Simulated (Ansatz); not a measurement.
# Ti: the cost of one run

Computed with Ansatz 0.2.0 (DFT r2SCAN, scalar-relativistic, plane waves, PAW, unless a step's input says otherwise).

**1. Starting point**

Symmetry: P6_3/mmc, No. 194, hexagonal system. Conventional cell: a = 2.950 Å, b = 2.950 Å, c = 4.686 Å, α = 90.00°, β = 90.00°, γ = 120.00°. Around Ti (site symmetry -6m2) lie 12 Ti at 2.90 to 2.95 Å.

As a file:

```xyz
2
Lattice="2.9500 0.0000 0.0000 -1.4750 2.5548 0.0000 0.0000 0.0000 4.6860" Properties=species:S:1:pos:R:3 pbc="T T T"
Ti    0.0000    1.7032    1.1715
Ti    1.4750    0.8516    3.5145
```

No relaxation comes first: the listed cell is the starting point.

**2. The reference: the undisturbed cell on the scan's mesh**

Input file input.yaml:

```yaml
crystal:
  lattice:
    - [2.9499978604, 0.0, 0.0]
    - [-1.4749989302, 2.5547730882, 0.0]
    - [0.0, 0.0, 4.686]
  atoms:
    - { symbol: Ti, position: [0.3333333333, 0.6666666667, 0.25] }
    - { symbol: Ti, position: [0.6666666667, 0.3333333333, 0.75] }
basis:
  ecutwfc: 500
kpoints:
  mp_grid: { grid: [24, 24, 12] }
hamiltonian:
  xc: r2scan
scf:
  occupations: { method: fermi_dirac, width: 0.02 }
output:
  forces: true
  stress: true
  eigenvalues: true
```

Started as:

```
$ ansatz run input.yaml --threads 1 --pin off --max-ram 2560MiB --backend cpu --events-out ev --progress --plain --runs-dir out
```

Q: Estimate wall time and peak memory on 1 thread of Intel Xeon at 2.50GHz (Skylake/Cascade Lake), shared host.

About 42 s, with a peak of 0.62 GiB.
